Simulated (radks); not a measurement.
# Cs in [Kr] 4d10 5s2 5p4 6s1 5d2: an all-electron calculation

One table from this session's results is given with a row withheld; the runs are named, their logs left out.

Method: scalar-relativistic Kohn-Sham, BLYP, spin-unpolarised, spherical densities, finite nucleus. Code: radks (a radial shooting solver on a logarithmic mesh, Libxc functionals) version 1.

## Starting point

* element: caesium (Z = 55)
* charge: 0
* electrons: 55
* configuration: [Kr] 4d10 5s2 5p4 6s1 5d2
* nuclear rms radius: 4.8041 fm

The outer shells:

Cs
```
[Kr] core
4d [↑↓][↑↓][↑↓][↑↓][↑↓]
5s [↑↓]
5p [↑↓][↑ ][↑ ]
6s [↑ ]
5d [↑ ][↑ ][  ][  ][  ]
```

The first run:

Input:

```text
Z 55
configuration [Kr] 4d10 5s2 5p4 6s1 5d2 6p0 7s0
relativity scalar-relativistic
functional b88,lyp
spin unpolarised
nucleus finite rms 4.8041 fm
c 137.035999084
```

Command:

```sh
> python run_ks.py task.json out
```

All runs below come from this command, one after another.

Among the steps run: Self-consistent calculation.

One table of the session follows, with a row left open; its other results are not shown here.

It belongs to the step «Shells». Radial moments (bohr):

```
level      <r>  outermost maximum (interpolated)  90 % within  nodes
   1s  0.02611                            0.0168       0.0470      0
   2s   0.1121                            0.0949        0.173      1
   2p        ?                                 ?            ?      ?
   3s   0.2991                             0.273        0.439      2
   3p   0.2970                             0.267        0.445      1
   3d   0.2736                             0.220        0.429      0
   4s   0.6945                             0.642        0.999      3
   4p   0.7391                             0.673         1.08      2
   4d   0.8349                             0.720         1.26      1
   5s    1.698                              1.52         2.45      4
   5p    1.996                              1.74         2.93      3
   6s    4.852                              4.14         7.15      5
   5d    3.602                              2.61         5.82      2
   6p    6.844                              5.60         10.4      4
```

**Question.** Estimate the row for 2p.

As computed: <r>: 0.09820; outermost maximum (interpolated): 0.0762; 90 % within: 0.160; nodes: 0. In the column «<r>» it lies between 1s (0.02611) and 2s (0.1121).
